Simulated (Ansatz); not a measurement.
**C3H5AlO: how energies converge with the basis set**

The task here is to estimate one member of a computed series from the others.

Computed with Ansatz 0.2.0, Gaussian basis. Level: one geometry, several basis sets.

Plan: PBE0-D4/def2-SVP; ωB97M-V/def2-SVP; PBE0-D4/def2-QZVPP; ωB97M-V/def2-QZVPP; the functionals' def2-TZVPP values are taken from earlier runs.

## The relaxed structure

The geometry comes from an earlier relaxation with PBE0-D4 in a triple-zeta def2 set; it is a stationary point, not always the lowest conformer.

SMILES `C=[C]1[O][Al]1[CH3]`, 10 atoms, charge 0, spin multiplicity 1.

Atoms are counted from 1 here; the program's logs count them from 0.

Bond lengths: C1–C2 1.322 Å, C1–H6 1.086 Å, C1–H7 1.082 Å, C2–O3 1.419 Å, C2–Al4 1.850 Å, O3–Al4 1.729 Å, Al4–C5 1.929 Å, C5–H8 1.092 Å, C5–H9 1.094 Å, C5–H10 1.093 Å. Angles: C2–C1–H6 121.2°, C2–C1–H7 120.1°, H6–C1–H7 118.7°, C1–C2–O3 126.8°, C1–C2–Al4 171.0°, O3–C2–Al4 62.2°, C2–O3–Al4 71.2°, C2–Al4–O3 46.6°, C2–Al4–C5 172.6°, O3–Al4–C5 140.8°, Al4–C5–H8 111.7°, Al4–C5–H9 110.2°, Al4–C5–H10 110.5°, H8–C5–H9 107.9°, H8–C5–H10 108.6°, H9–C5–H10 107.9°.

Set-up of the first run:

Contents of in.yaml:

```yaml
crystal:
  periodic: [false, false, false]
  atoms:
    - {symbol: C, position_ang: [-0.860753, -1.988600, 1.580069]}
    - {symbol: C, position_ang: [-0.315505, -1.082880, 0.786656]}
    - {symbol: O, position_ang: [0.961860, -1.150488, 0.172572]}
    - {symbol: Al, position_ang: [0.203805, 0.334757, -0.283150]}
    - {symbol: C, position_ang: [0.520329, 1.908332, -1.352583]}
    - {symbol: H, position_ang: [-0.335575, -2.905725, 1.831950]}
    - {symbol: H, position_ang: [-1.847650, -1.825306, 1.992110]}
    - {symbol: H, position_ang: [-0.047939, 2.765693, -0.986315]}
    - {symbol: H, position_ang: [0.222539, 1.726354, -2.389000]}
    - {symbol: H, position_ang: [1.581989, 2.166864, -1.349408]}
basis:
  gaussian: {orbitals: def2-SVP}
hamiltonian: {xc: pbe0, dispersion: d4}
output: {orbitals: {seedname: orbitals}}
```

Launch:

```bash
$ ansatz run in.yaml --threads 2 --pin off --events-out ev --progress --plain --max-ram 4352MiB
```

Steps of the session up to this table: PBE0-D4 in def2-SVP; ωB97M-V in def2-SVP; PBE0-D4 in def2-QZVPP; ωB97M-V in def2-QZVPP.

One of the session's tables, all rows but one given; the rest of the session is left out.

It belongs to the step «Density functionals: the series». 

| functional | basis | HOMO (eV) |
| --- | --- | --- |
| PBE0-D4 | def2-SVP | -6.04 |
| PBE0-D4 | def2-TZVPP | -6.16 |
| PBE0-D4 | def2-QZVPP | -6.20 |
| ωB97M-V | def2-SVP | ? |
| ωB97M-V | def2-TZVPP | -8.39 |
| ωB97M-V | def2-QZVPP | -8.42 |

**Question.** Estimate the row for ωB97M-V, def2-SVP.

The run gave: HOMO (eV): -8.26. In the column «HOMO (eV)» it lies between ωB97M-V, def2-TZVPP (-8.39) and PBE0-D4, def2-QZVPP (-6.20).
